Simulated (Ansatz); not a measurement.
**C₆H₁₅FO₃Ti: one species, many methods**

An exercise on one series of results from a longer session: the logs are not shown, and one member is left open.

The runs use Ansatz 0.2.0, Gaussian basis; functionals in def2-TZVPP, the program's frozen cores in correlated methods.

Plan: LDA (SPW92), PBE-D4, revPBE-D4, BLYP-D4, r2SCAN-D4, B97M-V, PBE0-D4, B3LYP-D4, r2SCANh-D4, r2SCAN0-D4, HSE06-D4, BHLYP-D4, CAM-B3LYP-D4, LC-ωPBE, ωB97X-V, ωB97M-V, B2PLYP, PBE-QIDH; CCSD(T)/def2-SVP; CCSD(T)/def2-TZVPP; MP2/def2-QZVPP; extrapolation to the limit; RPA on PBE.

**Structure used throughout**

An earlier PBE0-D4 in a triple-zeta def2 set relaxation fixed the geometry.

SMILES `CC[O][Ti]([F])([O]CC)[O]CC`, 26 atoms, charge 0, spin multiplicity 1.

Atoms are counted from 1 here; the program's logs count them from 0.

Bond lengths: C1–C2 1.513 Å, C1–H12 1.093 Å, C1–H13 1.092 Å, C1–H14 1.093 Å, C2–O3 1.396 Å, C2–H15 1.097 Å, C2–H16 1.096 Å, O3–Ti4 1.775 Å, Ti4–F5 1.785 Å, Ti4–O6 1.775 Å, Ti4–O9 1.775 Å, O6–C7 1.396 Å, C7–C8 1.513 Å, C7–H17 1.096 Å, C7–H18 1.097 Å, C8–H19 1.092 Å, C8–H20 1.093 Å, C8–H21 1.093 Å and more. Angles: C2–C1–H12 110.8°, C2–C1–H13 110.7°, C2–C1–H14 110.3°, H12–C1–H13 108.3°, H12–C1–H14 108.3°, H13–C1–H14 108.5°, C1–C2–O3 112.3°, C1–C2–H15 110.3°, C1–C2–H16 110.3°, O3–C2–H15 108.4°, O3–C2–H16 108.3°, H15–C2–H16 107.2°, C2–O3–Ti4 151.3°, O3–Ti4–F5 110.3°, O3–Ti4–O6 108.6°, O3–Ti4–O9 108.6°, F5–Ti4–O6 110.3°, F5–Ti4–O9 110.3° and more.

Set-up of the first run:

in.yaml reads:

```yaml
crystal:
  periodic: [false, false, false]
  atoms:
    - {symbol: C, position_ang: [0.883939, 1.308569, 2.161329]}
    - {symbol: C, position_ang: [-0.204086, 2.168288, 1.556617]}
    - {symbol: O, position_ang: [-1.149668, 1.413094, 0.861421]}
    - {symbol: Ti, position_ang: [-1.735616, -0.130941, 0.210992]}
    - {symbol: F, position_ang: [-3.502084, -0.264465, 0.427629]}
    - {symbol: O, position_ang: [-1.317690, -0.215458, -1.512037]}
    - {symbol: C, position_ang: [-0.561736, 0.199599, -2.609411]}
    - {symbol: C, position_ang: [0.340241, 1.367397, -2.275494]}
    - {symbol: O, position_ang: [-0.909063, -1.452545, 1.059848]}
    - {symbol: C, position_ang: [0.095842, -2.418071, 1.135889]}
    - {symbol: C, position_ang: [0.894251, -2.516432, -0.145346]}
    - {symbol: H, position_ang: [1.430826, 0.770806, 1.382749]}
    - {symbol: H, position_ang: [0.457787, 0.575042, 2.848722]}
    - {symbol: H, position_ang: [1.594706, 1.929291, 2.712345]}
    - {symbol: H, position_ang: [0.230862, 2.900961, 0.865009]}
    - {symbol: H, position_ang: [-0.722618, 2.731946, 2.341204]}
    - {symbol: H, position_ang: [-1.249928, 0.470648, -3.418847]}
    - {symbol: H, position_ang: [0.033874, -0.652059, -2.962102]}
    - {symbol: H, position_ang: [-0.245812, 2.217757, -1.920904]}
    - {symbol: H, position_ang: [0.901808, 1.677165, -3.160239]}
    - {symbol: H, position_ang: [1.054783, 1.094713, -1.494668]}
    - {symbol: H, position_ang: [-0.370547, -3.382934, 1.367704]}
    - {symbol: H, position_ang: [0.755258, -2.166725, 1.976370]}
    - {symbol: H, position_ang: [0.243620, -2.763963, -0.986569]}
    - {symbol: H, position_ang: [1.658265, -3.292682, -0.056830]}
    - {symbol: H, position_ang: [1.392774, -1.569012, -0.365400]}
basis:
  gaussian: {orbitals: def2-TZVPP}
hamiltonian: {xc: lda}
output: {orbitals: {seedname: orbitals}}
```

Among the steps run: LDA; PBE-D4 (GGA); revPBE-D4 (GGA); BLYP-D4 (GGA); r2SCAN-D4 (meta-GGA); B97M-V (meta-GGA); PBE0-D4 (hybrid); B3LYP-D4 (hybrid); r2SCANh-D4 (hybrid); r2SCAN0-D4 (hybrid); HSE06-D4 (hybrid); BHLYP-D4 (hybrid); CAM-B3LYP-D4 (range-separated); LC-ωPBE (range-separated); ωB97X-V (range-separated); ωB97M-V (range-separated); B2PLYP (double hybrid); PBE-QIDH (double hybrid).

One table of the session follows, with a row left open; its other results are not shown here.

It belongs to the step «Orbital energies across the functionals». 

| functional | HOMO (eV) | gap (eV) |
| --- | --- | --- |
| LDA (SPW92) | -6.54 | 4.53 |
| PBE-D4 | -6.37 | 4.59 |
| revPBE-D4 | -6.30 | 4.60 |
| BLYP-D4 | -6.28 | 4.58 |
| r2SCAN-D4 | -6.69 | 4.97 |
| B97M-V | -6.83 | 5.05 |
| PBE0-D4 | -7.87 | 7.02 |
| B3LYP-D4 | -7.64 | 6.51 |
| r2SCANh-D4 | -7.25 | 5.89 |
| r2SCAN0-D4 | -8.10 | 7.30 |
| HSE06-D4 | -7.47 | 6.23 |
| BHLYP-D4 | ? | ? |
| CAM-B3LYP-D4 | -9.28 | 9.54 |
| LC-ωPBE | -10.55 | 11.99 |
| ωB97X-V | -10.26 | 11.65 |
| ωB97M-V | -10.20 | 11.56 |

Estimate the missing values for BHLYP-D4.

Worked estimate for «HOMO (eV)». Against the share of exact exchange, BLYP-D4 (0, -6.28), B3LYP-D4 (0.2, -7.64) give a slope of -6.80 per unit share; at 0.5 the line stands at -9.68.

**Answer.** HOMO (eV): -9.34; gap (eV): 9.61. In «HOMO (eV)» the line misses by -0.34.
